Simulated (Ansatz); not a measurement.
**CH₃Cl₂Y: taking an electron away**

One table from this session's results is given with a row withheld; the runs are named, their logs left out.

Program: Ansatz 0.2.0, Gaussian basis. Level of theory: unrestricted cation, the program's frozen cores in correlated methods. These are calculated values, not measurements.

Plan: UKS PBE-D4/def2-TZVPP; UKS r2SCAN-D4/def2-TZVPP; UKS PBE0-D4/def2-TZVPP; UKS B3LYP-D4/def2-TZVPP; UKS wB97X-V/def2-TZVPP; UKS wB97M-V/def2-TZVPP; UKS B2PLYP/def2-TZVPP; UHF-CCSD(T)/def2-TZVPP; UHF-MP2/def2-QZVPP; extrapolation to the limit; then −ε(HOMO) from the neutral's earlier runs with LDA (SPW92), PBE-D4, revPBE-D4, BLYP-D4, r2SCAN-D4, B97M-V, PBE0-D4, B3LYP-D4, r2SCANh-D4, r2SCAN0-D4, HSE06-D4, BHLYP-D4, CAM-B3LYP-D4, LC-ωPBE, ωB97X-V, ωB97M-V.

2 further runs of the same task are left out: 2 for a known fault of the program.

**The relaxed structure**

An earlier PBE0-D4 in a triple-zeta def2 set relaxation fixed the geometry. Y takes the def2 core potential; no spin-orbit term is included.

SMILES `[CH3][Y]([Cl])[Cl]`, 7 atoms, charge 0, spin multiplicity 1.

Atoms are counted from 1 here; the program's logs count them from 0.

Bond lengths: C1–Y2 2.313 Å, C1–H5 1.098 Å, C1–H6 1.097 Å, C1–H7 1.100 Å, Y2–Cl3 2.454 Å, Y2–Cl4 2.454 Å. Angles: Y2–C1–H5 112.8°, Y2–C1–H6 113.4°, Y2–C1–H7 111.0°, H5–C1–H6 107.3°, H5–C1–H7 105.7°, H6–C1–H7 106.3°, C1–Y2–Cl3 115.7°, C1–Y2–Cl4 115.3°, Cl3–Y2–Cl4 127.8°.

Set-up of the first run:

The input, in.yaml:

```yaml
crystal:
  periodic: [false, false, false]
  atoms:
    - {symbol: C, position_ang: [-0.130215, 1.108052, -0.031262]}
    - {symbol: Y, position_ang: [0.107466, -1.183540, 0.175867]}
    - {symbol: Cl, position_ang: [2.375883, -1.977309, 0.673394]}
    - {symbol: Cl, position_ang: [-1.822317, -2.507814, -0.562004]}
    - {symbol: H, position_ang: [-1.093501, 1.471694, 0.351115]}
    - {symbol: H, position_ang: [0.657831, 1.675103, 0.479949]}
    - {symbol: H, position_ang: [-0.095136, 1.413815, -1.087059]}
basis:
  gaussian: {orbitals: def2-TZVPP}
total_charge: 1
magnetization: {spin_polarized: true, initial_magnetization: 1}
hamiltonian: {xc: pbe, dispersion: d4}
```

On the command line:

```console
ansatz run in.yaml --threads 2 --pin off --events-out ev --progress --plain --max-ram 32768MiB --backend cpu
```

Steps of the session up to this table: Cation, UKS PBE-D4/def2-TZVPP; Cation, UKS r2SCAN-D4/def2-TZVPP; Cation, UKS PBE0-D4/def2-TZVPP; Cation, UKS B3LYP-D4/def2-TZVPP; Cation, UKS wB97X-V/def2-TZVPP; Cation, UKS wB97M-V/def2-TZVPP; Cation, UKS B2PLYP (frozen core)/def2-TZVPP; Cation, UHF-CCSD(T)/def2-TZVPP; Cation, UHF-MP2/def2-QZVPP.

One of the session's tables, all rows but one given; the rest of the session is left out.

Orbital estimates, from the neutral's runs:

```
  functional  −ε(HOMO) (eV)
 LDA (SPW92)           6.25
      PBE-D4           6.09
   revPBE-D4           6.02
     BLYP-D4           5.94
   r2SCAN-D4           6.33
      B97M-V           6.37
     PBE0-D4           7.35
    B3LYP-D4           7.11
  r2SCANh-D4           6.80
  r2SCAN0-D4           7.52
    HSE06-D4           6.95
    BHLYP-D4           8.50
CAM-B3LYP-D4           8.72
     LC-ωPBE          10.13
     ωB97X-V              ?
     ωB97M-V           9.61
```

Q: Estimate the row for ωB97X-V from the others.

The run gave: −ε(HOMO) (eV): 9.75. In the column «−ε(HOMO) (eV)» it lies between ωB97M-V (9.61) and LC-ωPBE (10.13).
